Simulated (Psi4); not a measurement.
# C6H10O2 (2,4-hexanedione): levels of theory compared

Wanted: a comparison of 4 runs (HF/def2-SVP, PBE/def2-SVP, SVWN5/def2-SVP, MP2/def2-SVP) of C6H10O2 (2,4-hexanedione). 

The results are computed with Psi4 1.11.

### Step 1. The system as given

The species is C6H10O2 (18 atoms), meant as a singlet with charge 0. SMILES: `CCC(=O)CC(C)=O`. The coordinates come from a PBE0-D4/def2-TZVP relaxation. This is one conformer, not always the lowest.

Some bond lengths: C1–C2 1.513 Å, C2–C3 1.503 Å, C3–O4 1.205 Å, C3–C5 1.523 Å, C5–C6 1.523 Å, C6–C7 1.498 Å, C6–O8 1.205 Å, C1–H9 1.091 Å, C1–H10 1.091 Å, C1–H11 1.091 Å, C2–H12 1.097 Å, C2–H13 1.098 Å, C5–H14 1.090 Å, C5–H15 1.090 Å, C7–H16 1.094 Å, C7–H17 1.094 Å. Some angles: C1–C2–C3 114.0°, C2–C3–O4 123.5°, C2–C3–C5 115.7°, O4–C3–C5 120.8°, C3–C5–C6 107.0°, C5–C6–C7 115.9°, C5–C6–O8 120.7°, C7–C6–O8 123.4°, C1–C2–H12 112.3°, C1–C2–H13 111.6°.

### Step 2. A single-point energy at HF/def2-SVP (run 1)

The input, calc.inp:

```
memory 2200 MB

molecule mol {
  0 1
  C
  C 1 r2
  C 2 r3 1 a3
  O 3 r4 2 a4 1 d4
  C 3 r5 4 a5 2 d5
  C 5 r6 3 a6 4 d6
  C 6 r7 5 a7 3 d7
  O 6 r8 7 a8 5 d8
  H 1 r9 2 a9 3 d9
  H 1 r10 9 a10 2 d10
  H 1 r11 10 a11 9 d11
  H 2 r12 3 a12 4 d12
  H 2 r13 12 a13 3 d13
  H 5 r14 3 a14 4 d14
  H 5 r15 14 a15 6 d15
  H 7 r16 6 a16 8 d16
  H 7 r17 16 a17 6 d17
  H 7 r18 17 a18 16 d18

  r2 = 1.512608
  r3 = 1.502781
  a3 = 113.96842
  r4 = 1.205239
  a4 = 123.4663
  d4 = 5.21276
  r5 = 1.522709
  a5 = 120.79326
  d5 = 177.33865
  r6 = 1.522779
  a6 = 107.03124
  d6 = -85.36498
  r7 = 1.497989
  a7 = 115.87473
  d7 = 87.93943
  r8 = 1.204854
  a8 = 123.38061
  d8 = 177.64564
  r9 = 1.091162
  a9 = 110.91581
  d9 = 60.7988
  r10 = 1.090841
  a10 = 107.28182
  d10 = 121.38341
  r11 = 1.091233
  a11 = 108.51988
  d11 = -116.83578
  r12 = 1.097351
  a12 = 106.97755
  d12 = 129.96616
  r13 = 1.097874
  a13 = 104.65981
  d13 = -113.06191
  r14 = 1.089787
  a14 = 111.05917
  d14 = 156.63757
  r15 = 1.090248
  a15 = 111.26299
  d15 = -122.1345
  r16 = 1.094377
  a16 = 109.23676
  d16 = -113.57644
  r17 = 1.093655
  a17 = 106.74534
  d17 = 118.55436
  r18 = 1.088227
  a18 = 110.92449
  d18 = -119.43033
  symmetry c1
  no_reorient
  no_com
}

set {
  puream true
  e_convergence 1e-09
  d_convergence 1e-08
  scf_type direct
}

e, wfn = energy('hf/def2-SVP', return_wfn=True)
oeprop(wfn, 'WIBERG_LOWDIN_INDICES', 'MAYER_INDICES', 'QUADRUPOLE', title='HF')
```

Started as:

```
psi4 -i calc.inp -o calc.out -n 1
```

calc.out:

```text
[...]
  Running in c1 symmetry.
[...]
  Nuclear repulsion =  373.195551112410101
[...]
  Multiplicity = 1
[...]
  Nalpha       = 31
  Nbeta        = 31
[...]
    Number of basis functions: 162
[...]
   @DF-RHF iter   1:  -382.21527960002584   -7.85714e-01   4.21414e-03 ADIIS/DIIS
[...]
   @RHF iter  20:  -382.47600781000369   -9.32232e-12   5.31263e-09 DIIS
[...]
    Orbital Energies [Eh]
    ---------------------
    Doubly Occupied:
       1A    -20.556045     2A    -20.554516     3A    -11.346871
       4A    -11.345482     5A    -11.253664     6A    -11.244756
       7A    -11.242614     8A    -11.226537     9A     -1.394872
      10A     -1.387334    11A     -1.076981    12A     -1.042456
      13A     -0.985583    14A     -0.883595    15A     -0.762039
      16A     -0.730719    17A     -0.682317    18A     -0.671606
      19A     -0.659829    20A     -0.636122    21A     -0.624319
      22A     -0.594934    23A     -0.581163    24A     -0.555975
      25A     -0.531087    26A     -0.529594    27A     -0.521140
      28A     -0.509969    29A     -0.493679    30A     -0.432668
      31A     -0.414076
[...]
  @RHF Final Energy:  -382.47600781000369
   => Energetics <=
    Nuclear Repulsion Energy =            373.1955511124101008
    One-Electron Energy =               -1260.3980307204069504
    Two-Electron Energy =                 504.7264717979930992
    Total Energy =                       -382.4760078100036935
[...]
 Multipole Moments:
 ------------------------------------------------------------------------------------
     Multipole            Electronic (a.u.)      Nuclear  (a.u.)        Total (a.u.)
 ------------------------------------------------------------------------------------
 L = 1.  Multiply by 2.5417464519 to convert [e a0] to [Debye]
 Dipole X            :         -0.9742307            1.5483718            0.5741411
 Dipole Y            :         -1.1365099            1.1530973            0.0165874
 Dipole Z            :          3.1899033           -2.7686608            0.4212425
 Magnitude           :                                                    0.7122910
 L = 2.  Multiply by 1.3450342976 to convert [e a0^2] to [Debye ang]
 Quadrupole XX       :       -299.8364354          261.6246237          -38.2118117
 Quadrupole XY       :        -84.2610494           89.1103581            4.8493086
[...]
```

It took 57 s on 1 thread of Intel Xeon Platinum 8259CL at 2.50GHz (Skylake/Cascade Lake), shared host; peak memory 0.39 GiB.

### Step 3. Energy and forces at PBE/def2-SVP (run 2)

The input, calc.in:

```
memory 2.2 GB

molecule {
  C      2.715660    -0.198110     0.597820
  C      1.608490     0.373780    -0.259560
  C      0.301860     0.542600     0.463330
  O      0.163550     0.337450     1.642900
  C     -0.885390     0.940330    -0.403210
  C     -1.571760    -0.347670    -0.837730
  C     -2.616660    -0.878480     0.095220
  O     -1.244000    -0.907030    -1.853290
  H      2.450350    -1.190540     0.965690
  H      2.900480     0.431730     1.469070
  H      3.641890    -0.280230     0.026730
  H      1.407390    -0.241900    -1.145380
  H      1.877820     1.359300    -0.661480
  H     -0.557630     1.471190    -1.296740
  H     -1.555770     1.554800     0.198170
  H     -3.479510    -0.205330     0.090770
  H     -2.228490    -0.886440     1.117640
  H     -2.928300    -1.875470    -0.209950
  symmetry c1
}

set {
  basis                def2-SVP
  puream               true
  e_convergence        1e-09
  d_convergence        1e-08
  scf_type             direct
  dft_radial_points    99
  dft_spherical_points 590
}

energy_value, wavefunction = gradient("pbe", return_wfn=True)
oeprop(wavefunction, "MAYER_INDICES", "WIBERG_LOWDIN_INDICES", "QUADRUPOLE", title="PBE")
print_variables()
```

Started as:

```
psi4 -n 1 calc.in calc.out
```

calc.out (excerpt; [...] marks lines left out):

```text
[...]
  Running in c1 symmetry.
[...]
  Nuclear repulsion =  373.195529130977832
[...]
  Multiplicity = 1
[...]
  Nalpha       = 31
  Nbeta        = 31
[...]
    Number of basis functions: 162
[...]
   @DF-RKS iter   1:  -383.60421884391366    8.61317e-02   7.40639e-03 ADIIS/DIIS
[...]
   @RKS iter  20:  -384.35170631354720   -4.14957e-12   2.93398e-09 DIIS
[...]
  @RKS Final Energy:  -384.35170631354720
   => Energetics <=
    Nuclear Repulsion Energy =            373.1955291309778318
    One-Electron Energy =               -1261.5740224751509686
    Two-Electron Energy =                 556.9710460851831613
    DFT Exchange-Correlation Energy =     -52.9442590545571363
    Empirical Dispersion Energy =           0.0000000000000000
    VV10 Nonlocal Energy =                  0.0000000000000000
    Total Energy =                       -384.3517063135471972
[...]
  -Total Gradient:
     Atom            X                  Y                   Z
    ------   -----------------  -----------------  -----------------
       1        0.002846818712    -0.002083397353     0.004071760075
       2       -0.002406585005     0.002456136797    -0.005076150949
       3       -0.001039333027    -0.005856258166     0.016473110240
       4        0.002658989177     0.005847511160    -0.028040559269
       5       -0.000516714302     0.001681640258    -0.000758800306
       6        0.005917018650    -0.007989672886    -0.011515645978
       7       -0.001870376509    -0.001357059935     0.000676631286
       8       -0.008096280202     0.013523825058     0.023323909248
       9        0.002338795734     0.009909929570    -0.004068190393
      10       -0.001902181463    -0.006009593233    -0.008993084772
      11       -0.009423409423     0.001088317627     0.005045099916
      12        0.002163811279     0.005357006882     0.009179596038
[...]
```

Run time: 4.2 min. Hardware: 1 thread of Intel Xeon Platinum 8259CL at 2.50GHz (Skylake/Cascade Lake), shared host; peak memory 1.5 GiB.

Run 3 isn't shown in full; the table further down has it.

### Step 4. A single-point energy at MP2/def2-SVP (run 4)

The input, calc.inp:

```
memory 2.2 GB

molecule {
  C
  C 1 R2
  C 2 R3 1 A3
  O 3 R4 2 A4 1 D4
  C 3 R5 4 A5 2 D5
  C 5 R6 3 A6 4 D6
  C 6 R7 5 A7 3 D7
  O 6 R8 7 A8 5 D8
  H 1 R9 2 A9 3 D9
  H 1 R10 9 A10 2 D10
  H 1 R11 10 A11 9 D11
  H 2 R12 3 A12 4 D12
  H 2 R13 12 A13 3 D13
  H 5 R14 3 A14 4 D14
  H 5 R15 14 A15 6 D15
  H 7 R16 6 A16 8 D16
  H 7 R17 16 A17 6 D17
  H 7 R18 17 A18 16 D18

  R2 = 1.512608
  R3 = 1.502781
  A3 = 113.96842
  R4 = 1.205239
  A4 = 123.4663
  D4 = 5.21276
  R5 = 1.522709
  A5 = 120.79326
  D5 = 177.33865
  R6 = 1.522779
  A6 = 107.03124
  D6 = -85.36498
  R7 = 1.497989
  A7 = 115.87473
  D7 = 87.93943
  R8 = 1.204854
  A8 = 123.38061
  D8 = 177.64564
  R9 = 1.091162
  A9 = 110.91581
  D9 = 60.7988
  R10 = 1.090841
  A10 = 107.28182
  D10 = 121.38341
  R11 = 1.091233
  A11 = 108.51988
  D11 = -116.83578
  R12 = 1.097351
  A12 = 106.97755
  D12 = 129.96616
  R13 = 1.097874
  A13 = 104.65981
  D13 = -113.06191
  R14 = 1.089787
  A14 = 111.05917
  D14 = 156.63757
  R15 = 1.090248
  A15 = 111.26299
  D15 = -122.1345
  R16 = 1.094377
  A16 = 109.23676
  D16 = -113.57644
  R17 = 1.093655
  A17 = 106.74534
  D17 = 118.55436
  R18 = 1.088227
  A18 = 110.92449
  D18 = -119.43033
  units angstrom
  symmetry c1
  no_reorient
  no_com
}

set {
  basis def2-SVP
  puream true
  e_convergence 1e-09
  d_convergence 1e-08
  scf_type direct
  num_frozen_docc 8
  mp2_type conv
}

energy('mp2')
```

Started as:

```
psi4 calc.inp calc.out -n 1
```

calc.out:

```text
[...]
  Running in c1 symmetry.
[...]
  Nuclear repulsion =  373.195551112410101
[...]
  Multiplicity = 1
[...]
  Nalpha       = 31
  Nbeta        = 31
[...]
    Number of basis functions: 162
[...]
   @DF-RHF iter   1:  -382.21527960002584   -7.85714e-01   4.21414e-03 DIIS/ADIIS
[...]
   @RHF iter  20:  -382.47600781000369   -9.32232e-12   5.31263e-09 DIIS
[...]
    Orbital Energies [Eh]
    ---------------------
    Doubly Occupied:
       1A    -20.556045     2A    -20.554516     3A    -11.346871
       4A    -11.345482     5A    -11.253664     6A    -11.244756
       7A    -11.242614     8A    -11.226537     9A     -1.394872
      10A     -1.387334    11A     -1.076981    12A     -1.042456
      13A     -0.985583    14A     -0.883595    15A     -0.762039
      16A     -0.730719    17A     -0.682317    18A     -0.671606
      19A     -0.659829    20A     -0.636122    21A     -0.624319
      22A     -0.594934    23A     -0.581163    24A     -0.555975
      25A     -0.531087    26A     -0.529594    27A     -0.521140
      28A     -0.509969    29A     -0.493679    30A     -0.432668
      31A     -0.414076
[...]
  @RHF Final Energy:  -382.47600781000369
   => Energetics <=
    Nuclear Repulsion Energy =            373.1955511124101008
    One-Electron Energy =               -1260.3980307204069504
    Two-Electron Energy =                 504.7264717979930992
    Total Energy =                       -382.4760078100036935
[...]
 Multipole Moments:
 ------------------------------------------------------------------------------------
     Multipole            Electronic (a.u.)      Nuclear  (a.u.)        Total (a.u.)
 ------------------------------------------------------------------------------------
 L = 1.  Multiply by 2.5417464519 to convert [e a0] to [Debye]
 Dipole X            :         -0.9742307            1.5483718            0.5741411
 Dipole Y            :         -1.1365099            1.1530973            0.0165874
 Dipole Z            :          3.1899033           -2.7686608            0.4212425
 Magnitude           :                                                    0.7122910
[...]
	SCS-MP2 Total Energy (a.u.)        :  -383.64159577531109
	SOS-MP2 Total Energy (a.u.)        :  -383.54349506097537
	SCSN-MP2 Total Energy (a.u.)       :  -382.99397958169641
[...]
	SOS-PI-MP2 Total Energy (a.u.)     :  -383.72140960280399
[...]
	MP2 Total Energy (a.u.)            :  -383.65988266215396
[...]
```

It took 93 s on 1 thread of Intel Xeon Platinum 8259CL at 2.50GHz (Skylake/Cascade Lake), shared host; peak memory 1.5 GiB.

### Step 5. All runs side by side

```csv
run,level,task,integration grid,energy (Eh),dipole moment (D),HOMO energy (eV),LUMO energy (eV),wall time
1,HF/def2-SVP,energy,–,-382.476008,1.81,-11.27,3.12,57 s
2,PBE/def2-SVP,gradient,99 radial × 590 angular,-384.351706,1.37,-5.61,-2.10,4.2 min
3,SVWN5/def2-SVP,energy,99 radial × 590 angular,-381.572211,1.40,-5.76,-2.33,1.9 min
4,MP2/def2-SVP,energy,–,-383.659883,–,-11.27,3.12,93 s
```

### Step 6. What came out

| quantity | value |
| --- | --- |
| run 4: total energy | -383.65988 Eh |
| run 4: HOMO energy (Hartree–Fock orbitals) | -11.27 eV |
| run 4: LUMO energy (Hartree–Fock orbitals) | 3.12 eV |
| run 4: HOMO–LUMO gap (Hartree–Fock orbitals) | 14.39 eV |
| run 4: correlation energy (8 core orbitals frozen) | -1183.9 mEh |

**Reading.** Over runs 1, 2, 3 the dipole moment (its size) runs from 1.37 D (PBE/def2-SVP) to 1.81 D (HF/def2-SVP). Over runs 1, 2, 3 the HOMO–LUMO gap runs from 3.44 eV (SVWN5/def2-SVP) to 14.39 eV (HF/def2-SVP). Exact exchange widens orbital gaps. Totals of different functionals can't be ranked against each other. All runs together took 8.6 min, the longest 4.2 min.
